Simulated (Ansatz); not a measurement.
# Mg8HO8: the cost of one run

Method: DFT PBE+D3(BJ), plane waves, PAW, scalar-relativistic, collinear spin, in Ansatz 0.2.0.

The COD cell was measured well above room temperature, so it is larger than a cold one.

## (1) The structure to begin with

The cell holds 17 atoms (HMg8O8): a = 5.998 Å, b = 5.998 Å, c = 5.998 Å, α = 60.00°, β = 60.00°, γ = 60.00°.

Coordinates:

```xyz
17
Lattice="0.0000 4.2410 4.2410 4.2410 0.0000 4.2410 4.2410 4.2410 0.0000" Properties=species:S:1:pos:R:3 pbc="T T T"
Mg    0.0000    0.0000    0.0000
O     2.1205    2.1205    2.1205
Mg    2.1205    2.1205    0.0000
O     4.2410    4.2410    2.1205
Mg    2.1205    0.0000    2.1205
O     4.2410    2.1205    4.2410
Mg    4.2410    2.1205    2.1205
O     6.3615    4.2410    4.2410
Mg    0.0000    2.1205    2.1205
O     2.1205    4.2410    4.2410
Mg    2.1205    4.2410    2.1205
O     4.2410    6.3615    4.2410
Mg    2.1205    2.1205    4.2410
O     4.2410    4.2410    6.3615
Mg    4.2410    4.2410    4.2410
O     6.3615    6.3615    6.3615
H     3.2021    3.1746    1.1040
```

## (2) Relaxing end A

The input, input.yaml:

```yaml
crystal:
  lattice:
    - [0.0, 4.241, 4.241]
    - [4.241, 0.0, 4.241]
    - [4.241, 4.241, 0.0]
  atoms:
    - { symbol: Mg, position: [0.0, 0.0, 0.0] }
    - { symbol: O, position: [0.25, 0.25, 0.25] }
    - { symbol: Mg, position: [0.0, 0.0, 0.5] }
    - { symbol: O, position: [0.25, 0.25, 0.75] }
    - { symbol: Mg, position: [0.0, 0.5, 0.0] }
    - { symbol: O, position: [0.25, 0.75, 0.25] }
    - { symbol: Mg, position: [0.0, 0.5, 0.5] }
    - { symbol: O, position: [0.25, 0.75, 0.75] }
    - { symbol: Mg, position: [0.5, 0.0, 0.0] }
    - { symbol: O, position: [0.75, 0.25, 0.25] }
    - { symbol: Mg, position: [0.5, 0.0, 0.5] }
    - { symbol: O, position: [0.75, 0.25, 0.75] }
    - { symbol: Mg, position: [0.5, 0.5, 0.0] }
    - { symbol: O, position: [0.75, 0.75, 0.25] }
    - { symbol: Mg, position: [0.5, 0.5, 0.5] }
    - { symbol: O, position: [0.75, 0.75, 0.75] }
    - { symbol: H, position: [0.1269238, 0.1333948, 0.621631], spin: 1.0 }
magnetization:
  spin_polarized: true
basis:
  ecutwfc: 420.0
kpoints:
  mp_grid: { grid: [3, 3, 3] }
hamiltonian:
  xc: pbe
  dispersion: d3bj
  pseudopotentials: { kind: paw, azcp: { folder: soft_1 } }
scf:
  occupations: { method: fermi_dirac, width: 0.05 }
  lower_state_search: "off"
relax:
  f_tol: 0.03
  max_steps: 60
  adjacent_minimum: "off"
output:
  write_density: true
  write_potential: true
  elf: true
  volumetric_format: npy
```

On the command line:

```bash
ansatz run input.yaml --threads 4 --pin off --max-ram 10240MiB --backend cpu --events-out ev --progress --plain --runs-dir out
```

**Question.** How long does this run take on 4 threads of Arm Neoverse V1, shared host, and how much memory does it need?

About 52 s, with a peak of 0.78 GiB.
